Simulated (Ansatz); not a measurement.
# C₂H₇AlClN: a ladder of functionals and wavefunction methods

The task here is to estimate one member of a computed series from the others.

Program: Ansatz 0.2.0, Gaussian basis. Level of theory: functionals in def2-TZVPP, the program's frozen cores in correlated methods. These are calculated values, not measurements.

Levels to be run: LDA (SPW92), PBE-D4, revPBE-D4, BLYP-D4, r2SCAN-D4, B97M-V, PBE0-D4, B3LYP-D4, r2SCANh-D4, r2SCAN0-D4, HSE06-D4, BHLYP-D4, CAM-B3LYP-D4, LC-ωPBE, ωB97X-V, ωB97M-V, B2PLYP, PBE-QIDH; CCSD(T)/def2-SVP; CCSD(T)/def2-TZVPP; MP2/def2-QZVPP; extrapolation to the limit; RPA on PBE.

## The relaxed structure

The geometry comes from an earlier relaxation with PBE0-D4 in a triple-zeta def2 set; it is a stationary point, not always the lowest conformer.

SMILES `C[N](C)[AlH][Cl]`, 12 atoms, charge 0, spin multiplicity 1.

Atoms are counted from 1 here; the program's logs count them from 0.

Bond lengths: C1–N2 1.443 Å, C1–H6 1.099 Å, C1–H7 1.091 Å, C1–H8 1.099 Å, N2–C3 1.444 Å, N2–Al4 1.762 Å, C3–H9 1.093 Å, C3–H10 1.099 Å, C3–H11 1.099 Å, Al4–Cl5 2.101 Å, Al4–H12 1.571 Å. Angles: N2–C1–H6 111.3°, N2–C1–H7 110.8°, N2–C1–H8 111.3°, H6–C1–H7 108.0°, H6–C1–H8 107.3°, H7–C1–H8 108.0°, C1–N2–C3 112.7°, C1–N2–Al4 125.6°, C3–N2–Al4 121.7°, N2–C3–H9 110.9°, N2–C3–H10 111.5°, N2–C3–H11 111.5°, H9–C3–H10 107.7°, H9–C3–H11 107.7°, H10–C3–H11 107.3°, N2–Al4–Cl5 118.1°, N2–Al4–H12 120.9°, Cl5–Al4–H12 121.0°.

Set-up of the first run:

The input, in.yaml:

```yaml
crystal:
  periodic: [false, false, false]
  atoms:
    - {symbol: C, position_ang: [-0.807548, 1.104029, 0.245812]}
    - {symbol: N, position_ang: [0.054672, -0.021701, -0.022268]}
    - {symbol: C, position_ang: [-0.447252, -1.253328, 0.540891]}
    - {symbol: Al, position_ang: [1.564577, 0.035750, -0.928977]}
    - {symbol: Cl, position_ang: [2.189094, 1.888318, -1.697449]}
    - {symbol: H, position_ang: [-0.924633, 1.269815, 1.325750]}
    - {symbol: H, position_ang: [-0.400712, 2.016998, -0.192650]}
    - {symbol: H, position_ang: [-1.812010, 0.946443, -0.170936]}
    - {symbol: H, position_ang: [0.226735, -2.085728, 0.320907]}
    - {symbol: H, position_ang: [-1.436332, -1.507829, 0.135419]}
    - {symbol: H, position_ang: [-0.548691, -1.184875, 1.632904]}
    - {symbol: H, position_ang: [2.419000, -1.262992, -1.155504]}
basis:
  gaussian: {orbitals: def2-TZVPP}
hamiltonian: {xc: lda}
output: {orbitals: {seedname: orbitals}}
```

Run with:

```sh
ansatz run in.yaml --threads 4 --pin off --events-out ev --progress --plain --max-ram 10444MiB
```

Steps of the session up to this table: LDA; PBE-D4 (GGA); revPBE-D4 (GGA); BLYP-D4 (GGA); r2SCAN-D4 (meta-GGA); B97M-V (meta-GGA); PBE0-D4 (hybrid); B3LYP-D4 (hybrid); r2SCANh-D4 (hybrid); r2SCAN0-D4 (hybrid); HSE06-D4 (hybrid); BHLYP-D4 (hybrid); CAM-B3LYP-D4 (range-separated); LC-ωPBE (range-separated); ωB97X-V (range-separated); ωB97M-V (range-separated); B2PLYP (double hybrid); PBE-QIDH (double hybrid).

One table of the session follows, with a row left open; its other results are not shown here.

```
  functional  HOMO (eV)  gap (eV)
 LDA (SPW92)      -5.56      4.03
      PBE-D4      -5.44      4.12
   revPBE-D4          ?         ?
     BLYP-D4      -5.32      4.12
   r2SCAN-D4      -5.65      4.65
      B97M-V      -5.77      4.58
     PBE0-D4      -6.67      6.10
    B3LYP-D4      -6.46      5.70
  r2SCANh-D4      -6.12      5.37
  r2SCAN0-D4      -6.83      6.45
    HSE06-D4      -6.27      5.33
    BHLYP-D4      -7.85      8.04
CAM-B3LYP-D4      -8.03      8.38
     LC-ωPBE      -9.37     10.80
     ωB97X-V      -9.04     10.34
     ωB97M-V      -8.95      9.97
```

Estimate the missing values for revPBE-D4.

The run gave: HOMO (eV): -5.38; gap (eV): 4.16. In the column «HOMO (eV)» it lies between PBE-D4 (-5.44) and BLYP-D4 (-5.32).
